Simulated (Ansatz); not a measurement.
# Ge: the cost of one run

Computed with Ansatz 0.2.0 (DFT r2SCAN, scalar-relativistic, plane waves, PAW, unless a step's input says otherwise).

2 further runs of the same task are left out: 2 set aside as unsound or not needed. Runs told in other sessions of the task aren't counted.

## 1. The structure to begin with

Symmetry: I4_1/amd, No. 141, tetragonal system. The conventional cell has a = 5.147 Å, b = 5.147 Å, c = 2.818 Å, α = 90.00°, β = 90.00°, γ = 90.00°. Ge (site symmetry -4m2) has 6 Ge at 2.67 to 2.82 Å in its first shell of neighbours.

Structure file:

```
CELL_PARAMETERS angstrom
-2.57349 2.57349 1.40909
2.57349 -2.57349 1.40909
2.57349 2.57349 -1.40909
ATOMIC_POSITIONS crystal
Ge 0.25000 0.75000 0.50000
Ge 0.50000 0.50000 0.00000
```

It goes back to an entry of the Materials Project, which need not be the stable form.

It is the result of an earlier relaxation at this level (volume 18.66 Å³/atom; gap on the mesh: none (metal)).

## 2. Zero of the scan

Input file input.yaml:

```yaml
crystal:
  lattice:
    - [-2.573490222, 2.573490222, 1.4090864228]
    - [2.573490222, -2.573490222, 1.4090864228]
    - [2.573490222, 2.573490222, -1.4090864228]
  atoms:
    - { symbol: Ge, position: [0.25, 0.75, 0.5] }
    - { symbol: Ge, position: [0.5, 0.5, 0.0] }
basis:
  ecutwfc: 500
kpoints:
  mp_grid: { grid: [24, 24, 24] }
hamiltonian:
  xc: r2scan
scf:
  occupations: { method: gaussian, width: 0.15 }
output:
  forces: true
  stress: true
  eigenvalues: true
```

Started as:

```
$ ansatz run input.yaml --threads 2 --pin off --max-ram 5120MiB --backend cpu --events-out ev --progress --plain --runs-dir out
```

Q: Estimate wall time and peak memory on 2 threads of Intel Xeon 6975P-C (Granite Rapids), shared host.

About 16 s, with a peak of 1.1 GiB.
